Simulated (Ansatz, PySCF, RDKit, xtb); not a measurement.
**C5H6OS: which of the isomers drawn lies lowest?**

A sample of isomers of C5H6OS is drawn. Aim: find which of them has the lowest free energy at 298.15 K, then its properties. The sample is small against all isomers, and the most stable one of this formula need not be in it.

The funnel: GFN2-xTB relaxations, single points with a density functional, relaxations at B3LYP-D3(BJ)/def2-SVP, harmonic vibrations (at GFN2-xTB), and a last energy at a higher level. All values are calculated.

## Step 1: Possible bonding patterns

Isomers were taken from a list of plausible structures; this is a sample, not all of them. That gives 3 candidates.

```csv
label,SMILES,spin
c083,OC1=CCC(S)=C1,singlet
c492,O[C@@H]1C=CC=C1S,singlet
c919,OC1=C(S)CC=C1,singlet
```

Candidates are built by distance geometry, with a force field where one applies, in up to four conformers (letters a to d).

Q: Predict the outcome of this search (final energies at CCSD(T)/def2-SVP + MP2/def2-TZVPP - MP2/def2-SVP).

| quantity | value |
| --- | --- |
| lowest structure found | OC1=C(S)CC=C1, singlet |
| next finalist | OC1=CCC(S)=C1, singlet, 4.8 kcal/mol higher in G |
| share at equilibrium, among the finalists | 100.0 % |
| dipole moment (PBE0/def2-SVPD) | 1.44 D |
| HOMO energy (PBE0/def2-SVPD) | -6.28 eV |
| LUMO energy (PBE0/def2-SVPD) | -0.92 eV |
| HOMO–LUMO gap (PBE0/def2-SVPD) | 5.36 eV |
| lowest excitation (TD-PBE0/def2-SVPD) | 4.60 eV (f = 0.121) |
| lowest triplet excitation, same level, Tamm-Dancoff | 2.93 eV |
| vertical ionisation energy | 8.11 eV |
| vertical electron affinity | -0.76 eV (unbound: the value depends on the basis) |
| vertical triplet less singlet | +2.99 eV |

`OC1=C(S)CC=C1` comes out lowest. Among the finalists first place is clear (4.8 kcal/mol); structures outside the list aren't covered. r2SCAN-D4/def2-SVP, B3LYP-D3(BJ)/def2-SVP, HF/def2-SVP and MP2/def2-SVP already put its bonding pattern lowest among the structures in one piece; GFN2-xTB and HF/STO-3G favour the singlet OC1=CCC(S)=C1. Lowest found is not proven lowest: the search is finite, and each finalist counts with one conformer. Only 3 drawn patterns were tried, so whole families of isomers are missing, and the result ranks this sample alone.
